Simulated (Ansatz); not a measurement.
# Ta2Br3N: the cost of one run

Program: Ansatz 0.2.0. Level of theory: DFT PBE, scalar-relativistic, plane waves, PAW. These are calculated values, not measurements.

## 1. The starting structure

Symmetry: P6/mmm, No. 191, hexagonal system. Conventional cell: a = 6.370 Å, b = 6.370 Å, c = 3.859 Å, α = 90.00°, β = 90.00°, γ = 120.00°. Ta (site symmetry -6m2) is surrounded by 6 Br at 2.67 Å and 3 Ta at 3.68 Å and 3 N at 3.68 Å. Br (site symmetry mmm) is surrounded by 4 Ta at 2.67 Å. N (site symmetry 6/mmm) is surrounded by 6 Ta at 3.68 Å and 12 Br at 3.72 Å.

As a file:

```cif
data_structure
_symmetry_space_group_name_H-M 'P6/mmm'
_symmetry_Int_Tables_number 191
_cell_length_a 6.3705
_cell_length_b 6.3705
_cell_length_c 3.8594
_cell_angle_alpha 90.000
_cell_angle_beta 90.000
_cell_angle_gamma 120.000
_cell_volume 135.64
loop_
_atom_site_label
_atom_site_type_symbol
_atom_site_symmetry_multiplicity
_atom_site_Wyckoff_symbol
_atom_site_fract_x
_atom_site_fract_y
_atom_site_fract_z
_atom_site_occupancy
Ta1 Ta 2 c 0.33333 0.66667 0.00000 1
Br1 Br 3 g 0.50000 0.00000 0.50000 1
N1 N 1 a 0.00000 0.00000 0.00000 1
```

Recipe of the guess: species swapped into a database cell of YbCo3B2 (P6/mmm, No. 191), with N on the Yb sites, Br on the Co sites and Ta on the B sites. Lengths come from tabulated atomic sizes and are only a guess.

## 2. Probe: one point on a coarse mesh

input.yaml reads:

```yaml
crystal:
  lattice:
    - [6.37049784, 0.0, 0.0]
    - [-3.18524892, 5.51701296, 0.0]
    - [0.0, 0.0, 3.85935763]
  atoms:
    - { symbol: Ta, position: [0.33333333, 0.66666667, 0.0] }
    - { symbol: Ta, position: [0.66666667, 0.33333333, 0.0] }
    - { symbol: Br, position: [0.5, 0.0, 0.5] }
    - { symbol: Br, position: [0.5, 0.5, 0.5] }
    - { symbol: Br, position: [0.0, 0.5, 0.5] }
    - { symbol: "N", position: [0.0, 0.0, 0.0] }
basis:
  ecutwfc: 420
kpoints:
  mp_grid: { grid: [3, 3, 4] }
hamiltonian:
  xc: pbe
scf:
  occupations: { method: gaussian, width: 0.1 }
  lower_state_search: "off"
output:
  forces: true
  stress: true
  eigenvalues: true
```

On the command line:

```bash
$ ansatz run input.yaml --threads 1 --pin off --max-ram 2048MiB --backend cpu --events-out ev --progress --plain --runs-dir out
```

**Question.** How long does this run take on 1 thread of Arm Neoverse V2, shared host, and how much memory does it need?

About 2.5 s, with a peak of 0.37 GiB.
